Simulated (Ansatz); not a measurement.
# SiGeH₆ (singlet): wave-function methods side by side at distance Ge1–H5 along a hydrogen transfer = 1.534 Å, cc-pVDZ

The task here is to estimate one member of a computed series from the others.

Computed with Ansatz 0.2.0, Gaussian basis. Level: cc-pVDZ, core rule «outside noble gas», up to 19 orbitals frozen.

The runs, in order: UHF; CCSD(T) on RHF; CCSD(T) on UHF; BCCD(T) on RHF; CISD; CCSDT(Q) on RHF; CASSCF and NEVPT2, 2 electrons in 2 orbitals; CASSCF and NEVPT2, 8 electrons in 8 orbitals.

8 further runs of the same task are left out: 6 that didn't finish, 2 set aside as unsound or not needed.

## What is computed

The geometry derives from fragments relaxed apart (PBE0/def2-TZVP) and kept rigid, so it is no stationary point. A hydrogen atom is moved between rigid fragments. No spin-orbit coupling is included. The filled d shell of Ge may be among the frozen orbitals whatever the setting's name suggests; the logs give the count.

8 atoms, charge 0, spin multiplicity 1.

Atoms are counted from 1 here; the program's logs count them from 0.

Bond lengths: Ge1–H2 1.534 Å, Ge1–H3 1.534 Å, Ge1–H4 1.534 Å, Ge1–H5 1.534 Å, Si6–H7 1.526 Å, Si6–H8 1.526 Å. Angles: H2–Ge1–H3 109.5°, H2–Ge1–H4 109.5°, H2–Ge1–H5 109.5°, H3–Ge1–H4 109.5°, H3–Ge1–H5 109.5°, H4–Ge1–H5 109.5°, H7–Si6–H8 91.2°.

Set-up of the first run:

The input, in.yaml:

```yaml
crystal:
  periodic: [false, false, false]
  atoms:
    - {symbol: Ge, position_ang: [-1.095255, 0.016507, 0.000000]}
    - {symbol: H, position_ang: [-1.606705, 1.463106, 0.000001]}
    - {symbol: H, position_ang: [-1.606704, -0.706793, 1.252791]}
    - {symbol: H, position_ang: [-1.606705, -0.706793, -1.252792]}
    - {symbol: H, position_ang: [0.439095, 0.016507, 0.000000]}
    - {symbol: Si, position_ang: [2.748745, 0.016507, 0.000000]}
    - {symbol: H, position_ang: [3.360926, -0.857778, 1.090012]}
    - {symbol: H, position_ang: [3.360925, -0.857777, -1.090013]}
basis:
  gaussian: {orbitals: cc-pVDZ}
magnetization: {spin_polarized: true, initial_magnetization: 0}
hamiltonian: {xc: hf}
output: {orbitals: {seedname: orbitals}}
```

On the command line:

```
$ ansatz run in.yaml --threads 1 --pin off --events-out ev --progress --plain --max-ram 2393MiB
```

Steps of the session up to this table: UHF; CCSD(T) on RHF; CCSD(T) on UHF; BCCD(T) on RHF; CISD; CCSDT(Q) on RHF; CASSCF and NEVPT2, 2 electrons in 2 orbitals; CASSCF and NEVPT2, 8 electrons in 8 orbitals.

One table of the session follows, with a row left open; its other results are not shown here.

| method | from RCCSDT(Q) (kcal/mol) |
| --- | --- |
| RHF | +169.27 |
| UHF | +168.10 |
| RMP2 | +39.88 |
| CISD | +21.75 |
| RCCSD | +4.29 |
| RCCSD(T) | ? |
| BCCD(T) | +0.90 |
| RCCSDT | +0.13 |
| RCCSDT(Q) | 0 |
| CASSCF pair | +158.02 |
| NEVPT2 pair | +38.79 |
| CASSCF frontier | +129.97 |
| NEVPT2 frontier | +35.30 |

Q: Estimate the row for RCCSD(T) from the others.

As computed: from RCCSDT(Q) (kcal/mol): +0.91. In the column «from RCCSDT(Q) (kcal/mol)» it lies between BCCD(T) (+0.90) and RCCSD (+4.29).

Not comparable, so not listed: CCSD(T) on UHF (they don't share determinant, frozen orbitals or solution with the rows shown, or repeat one).

Limits of these values: Warnings: restricted reference is unstable; spin contamination.
